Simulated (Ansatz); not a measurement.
Crystal: HPbNO4.

```
H Pb N O
1.0
     4.12040   -0.00081   -0.01120
     0.00404    6.42722    0.05360
     0.02791    3.20707    7.74994
H Pb N O
2 2 2 8
Cartesian
  3.7380 2.9684 3.7875
  1.6795 6.6644 4.0009
  1.6467 4.2515 5.4933
  3.6983 5.3813 2.2951
  2.6193 1.9491 1.6102
  0.5769 7.6848 6.1852
  3.7590 3.8553 4.2210
  2.2235 3.1363 1.5259
  2.2071 1.0645 0.8217
  3.4590 1.6183 2.5274
  1.6973 5.7776 3.5672
  0.1804 6.4980 6.2725
  0.1698 8.5703 6.9754
  1.4117 8.0143 5.2631
```

The cell was built by a generator and needn't be a form met in nature.

Base run:

| Property | Result |
| --- | --- |
| Program | Ansatz 0.2.0 |
| Functional | PBEsol |
| Potentials or basis | Ansatz PAW |
| Cutoff | 420 eV (not typed: the program's choice for these potentials) |
| k mesh | 7 × 5 × 4 |
| Occupations | fermi-dirac, width 0.05 eV |
| Spin | no spin polarisation |

Its results: band gap on the k mesh 3.29 eV, indirect (least direct gap 3.37 eV); pressure -2.8 GPa; largest force 0.443 eV/Å.

The run is repeated on the same cell with these changes: functional from PBEsol to r2SCAN; cutoff from 420 eV (not typed: the program's choice for these potentials) to 500 eV (not typed: the program's choice for these potentials). What comes out?

Band gap on the k mesh 3.68 eV, indirect (least direct gap 3.81 eV); pressure -3.3 GPa; largest force 0.658 eV/Å.

r2SCAN gives the wider gap, since meta-GGAs in the generalised Kohn-Sham scheme recover part of the derivative discontinuity.

Caveats: spin-orbit coupling is left out, which as a rule narrows the gap of such compounds by several tenths of an eV; the PAW data sets come from PBE, with cores solved anew for the run's functional, which leaves a small shift of forces and pressure.
